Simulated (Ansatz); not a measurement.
# CH₉NSn (built from SMILES C.[NH2][SnH3]): a barrier at many levels of theory

How high is the barrier of this step (Sn1–C7 formed, N2–H6 formed, Sn1–N2 broken, H6–C7 broken), and how far do cheaper methods land from CCSD(T)?

Program: Ansatz 0.2.0, Gaussian basis. Level of theory: single points in def2-TZVPP on PBE0-D4/def2-TZVP structures. These are calculated values, not measurements.

Levels: SPW92, PBE-D4, BLYP-D4, r2SCAN-D4, B97M-V, PBE0-D4, B3LYP-D4, r2SCAN0-D4, BHLYP-D4, CAM-B3LYP-D4, wB97X-V, wB97M-V, B2PLYP, PBE-QIDH, RPA on PBE, Hartree-Fock, MP2, CCSD, CCSD(T). The reference is CCSD(T) at the basis limit, from triple and quadruple zeta. Zero-point energies come from PBE0-D4 vibrations.

Cores are frozen in the correlated methods. Filled d shells of the heavier atoms are correlated. Core potentials replace the inner electrons past krypton, and spin-orbit coupling is left out. B3LYP uses VWN-RPA correlation. B2PLYP carries no dispersion term here.

80 further runs of the same task are left out: 80 set aside as unsound or not needed.

## (1) Start, saddle and end, as given

Charge 0, multiplicity 1. The folders r, ts and p hold the start, the saddle and the end; their coordinates stand in the first inputs.

```csv
pair,r (Å),ts (Å),p (Å)
Sn1–C7,3.961,2.656,2.136
N2–H6,2.727,1.196,1.013
Sn1–N2,2.035,2.187,3.270
H6–C7,1.091,1.546,3.822
```

## (2) SPW92/def2-TZVPP

r/in.yaml reads:

```yaml
crystal:
  periodic: [false, false, false]
  atoms:
    - {symbol: Sn, position_ang: [-1.726170, -0.363792, 0.360268]}
    - {symbol: N, position_ang: [-0.128368, -1.033697, 1.428011]}
    - {symbol: H, position_ang: [-1.489636, -0.917530, -1.233342]}
    - {symbol: H, position_ang: [-1.681455, 1.335962, 0.466992]}
    - {symbol: H, position_ang: [-3.224188, -0.945179, 0.963971]}
    - {symbol: H, position_ang: [1.508838, 0.318477, -0.282592]}
    - {symbol: C, position_ang: [1.691141, 0.941129, -1.159441]}
    - {symbol: H, position_ang: [-0.048912, -2.043145, 1.421527]}
    - {symbol: H, position_ang: [-0.157391, -0.744670, 2.398034]}
    - {symbol: H, position_ang: [1.116076, 1.864361, -1.079564]}
    - {symbol: H, position_ang: [2.751901, 1.183532, -1.224898]}
    - {symbol: H, position_ang: [1.388262, 0.404452, -2.058965]}
basis:
  gaussian: {orbitals: def2-TZVPP}
hamiltonian: {xc: lda}
```

ts/in.yaml reads:

```yaml
crystal:
  periodic: [false, false, false]
  atoms:
    - {symbol: Sn, position_ang: [-1.329651, 0.019767, -0.008496]}
    - {symbol: N, position_ang: [0.276836, -0.881032, 1.170745]}
    - {symbol: H, position_ang: [-1.494715, -0.481825, -1.628117]}
    - {symbol: H, position_ang: [-1.535483, 1.664810, 0.375438]}
    - {symbol: H, position_ang: [-2.582288, -0.825485, 0.852025]}
    - {symbol: H, position_ang: [0.861934, -0.229843, 0.356563]}
    - {symbol: C, position_ang: [1.094461, 0.660856, -0.885658]}
    - {symbol: H, position_ang: [0.378997, -1.889237, 1.108807]}
    - {symbol: H, position_ang: [0.347859, -0.602845, 2.144680]}
    - {symbol: H, position_ang: [0.581479, 1.507963, -1.352825]}
    - {symbol: H, position_ang: [2.009058, 1.077619, -0.443319]}
    - {symbol: H, position_ang: [1.391613, -0.020848, -1.689842]}
basis:
  gaussian: {orbitals: def2-TZVPP}
hamiltonian: {xc: lda}
```

p/in.yaml reads:

```yaml
crystal:
  periodic: [false, false, false]
  atoms:
    - {symbol: Sn, position_ang: [-1.237570, 0.240578, -0.667133]}
    - {symbol: N, position_ang: [0.640639, -0.830814, 1.786242]}
    - {symbol: H, position_ang: [-2.383735, 0.766235, -1.841501]}
    - {symbol: H, position_ang: [-1.611775, 1.063398, 0.783501]}
    - {symbol: H, position_ang: [-1.471216, -1.441121, -0.473712]}
    - {symbol: H, position_ang: [1.558279, -1.259202, 1.766079]}
    - {symbol: C, position_ang: [0.713541, 0.716772, -1.394952]}
    - {symbol: H, position_ang: [-0.011357, -1.539519, 2.100337]}
    - {symbol: H, position_ang: [0.661215, -0.109224, 2.496726]}
    - {symbol: H, position_ang: [0.798071, 1.791280, -1.559235]}
    - {symbol: H, position_ang: [1.448968, 0.400001, -0.657855]}
    - {symbol: H, position_ang: [0.895039, 0.201516, -2.338497]}
basis:
  gaussian: {orbitals: def2-TZVPP}
hamiltonian: {xc: lda}
```

One command serves all of them, each in its own folder.

The run is started by

```console
$ ansatz run in.yaml --threads 4 --pin off --events-out ev --progress --plain --max-ram 9574MiB
```

After this run come: PBE-D4/def2-TZVPP; BLYP-D4/def2-TZVPP; r2SCAN-D4/def2-TZVPP; B97M-V/def2-TZVPP; PBE0-D4/def2-TZVPP; B3LYP-D4/def2-TZVPP; r2SCAN0-D4/def2-TZVPP; BHLYP-D4/def2-TZVPP; CAM-B3LYP-D4/def2-TZVPP; wB97X-V/def2-TZVPP; wB97M-V/def2-TZVPP; B2PLYP/def2-TZVPP; PBE-QIDH/def2-TZVPP; RPA on PBE/def2-TZVPP; CCSD(T)/def2-TZVPP; MP2/def2-QZVPP; SPW92/def2-SVP; PBE-D4/def2-SVP; PBE0-D4/def2-SVP; wB97M-V/def2-SVP; CCSD(T)/def2-SVP; Vibrations of the start structure; Vibrations of the end structure.

**Question.** What will these runs give? Wanted: barrier, CCSD(T)/CBS; reverse barrier, CCSD(T)/CBS; step energy, CCSD(T)/CBS; barrier with zero-point energy; step energy with zero-point energy; imaginary mode at the saddle; largest T1 diagnostic.

**Answer**, as computed:

```
                          quantity         value
              barrier, CCSD(T)/CBS  212.2 kJ/mol
      reverse barrier, CCSD(T)/CBS  208.8 kJ/mol
          step energy, CCSD(T)/CBS   +3.4 kJ/mol
    barrier with zero-point energy  203.6 kJ/mol
step energy with zero-point energy   +6.1 kJ/mol
      imaginary mode at the saddle    1285i cm⁻¹
             largest T1 diagnostic         0.013
```

Among the functionals PBE-QIDH lands nearest to CCSD(T)/CBS (-1.0 kJ/mol) and SPW92 farthest (-61.2 kJ/mol). By rung, the mean size of the error is: LDA 61.2, GGA 23.5, meta-GGA 10.5, hybrid 10.1, range-separated hybrid 3.9, double hybrid 3.4 kJ/mol. PBE-D4 gives a barrier 31.5 kJ/mol too low, outside chemical accuracy (1 kcal/mol, 4.2 kJ/mol). Every functional without exact exchange puts the barrier too low, the usual mark of self-interaction error, which favours the spread-out density of a saddle. The barrier rises with the share of exact exchange, from BLYP-D4 through B3LYP-D4 to BHLYP-D4 (-15.4, -2.8, +16.3 kJ/mol). Hartree-Fock, with no correlation, is off by +65.9 kJ/mol. Zero-point motion lowers the barrier by 8.6 kJ/mol.
